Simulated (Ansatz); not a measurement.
# AlH₃Se: a rigid scan of the angle H4–Al1–Se2

An exercise on one series of results from a longer session: the logs are not shown, and one member is left open.

Method: single points in def2-TZVPP; program: Ansatz 0.2.0, Gaussian basis.

Levels: PBE-D4, r2SCAN-D4, PBE0-D4, B3LYP-D4, wB97M-V, Hartree-Fock, MP2, CCSD, CCSD(T). The scan takes 101.2, 105.7, 110.2, 114.7, 119.2, 123.7, 128.2, 132.7, 137.2°.

Cores are frozen in the correlated methods. Filled d shells of the heavier atoms are correlated. B3LYP uses VWN-RPA correlation.

37 further runs of the same task are left out: 37 set aside as unsound or not needed.

## The system as given

The minimum, relaxed at PBE0-D4: SMILES `[AlH2][SeH]`, 5 atoms, charge 0, spin multiplicity 1.

Atoms are counted from 1 here; the program's logs count them from 0.

Bond lengths: Al1–Se2 2.314 Å, Al1–H3 1.579 Å, Al1–H4 1.580 Å, Se2–H5 1.469 Å. Angles: Se2–Al1–H3 116.3°, Se2–Al1–H4 119.2°, H3–Al1–H4 124.5°, Al1–Se2–H5 92.2°.

Coordinates:

```csv
atom,x (Å),y (Å),z (Å)
Al1,-0.43524,-0.53073,0.16683
Se2,0.87029,1.34657,0.52290
H3,-1.23675,-1.07267,1.41509
H4,-0.47410,-1.18097,-1.27277
H5,1.32560,1.36409,-0.87355
```

Energies of the minimum (eV), from earlier single points: PBE-D4 -71982.67111, r2SCAN-D4 -71995.29256, PBE0-D4 -71985.49626, B3LYP-D4 -71998.26335, wB97M-V -71991.96476, CCSD(T) -71945.40746.

At the minimum the angle H4–Al1–Se2 is 119.2°.

The first run:

File ccsdt-tzvpp/in.yaml:

```yaml
crystal:
  periodic: [false, false, false]
  atoms:
    - {symbol: Al, position_ang: [-0.435238, -0.530732, 0.166825]}
    - {symbol: Se, position_ang: [0.870291, 1.346572, 0.522905]}
    - {symbol: H, position_ang: [-1.236754, -1.072666, 1.415089]}
    - {symbol: H, position_ang: [-0.163318, -0.807641, -1.364884]}
    - {symbol: H, position_ang: [1.325602, 1.364093, -0.873549]}
basis:
  gaussian: {orbitals: def2-TZVPP}
correlation: {method: ccsd_t}
```

No record of the launch command was kept for these runs.

Steps of the session up to this table: H4–Al1–Se2 = 101.2°; H4–Al1–Se2 = 105.7°; H4–Al1–Se2 = 110.2°; H4–Al1–Se2 = 114.7°; H4–Al1–Se2 = 119.2°; H4–Al1–Se2 = 123.7°; H4–Al1–Se2 = 128.2°; H4–Al1–Se2 = 132.7°; H4–Al1–Se2 = 137.2°.

One of the session's tables, all rows but one given; the rest of the session is left out.

Energies less that of the minimum at the same level (meV):

| angle (°) | PBE-D4 | PBE0-D4 | B3LYP-D4 | wB97M-V | Hartree-Fock |
| --- | --- | --- | --- | --- | --- |
| 101.2 | 165 | 172 | 182 | 174 | 211 |
| 105.7 | 92 | 96 | 102 | 96 | 119 |
| 110.2 | 41 | 42 | 46 | 42 | 54 |
| 114.7 | 10 | 11 | 12 | 10 | 15 |
| 119.2 | 0 | 0 | 0 | 0 | 0 |
| 119.2 (minimum) | 0 | 0 | 0 | 0 | 0 |
| 123.7 | 10 | 10 | 9 | 11 | 10 |
| 128.2 | ? | ? | ? | ? | ? |
| 132.7 | 89 | 93 | 92 | 95 | 101 |
| 137.2 | 160 | 167 | 166 | 170 | 184 |

Estimate the missing values for angle (°) = 128.2.

Worked estimate for «PBE-D4». A straight line through the neighbours (123.7, 10) and (132.7, 89) gives 10 + (89 − 10) × (128.2 − 123.7) / (132.7 − 123.7) = 49; a parabola fitted to 4 rows on both sides gives 39.

**Answer.** PBE-D4: 39; PBE0-D4: 41; B3LYP-D4: 40; wB97M-V: 42; Hartree-Fock: 43. In «PBE-D4» the line misses by +10 and the parabola by +0.
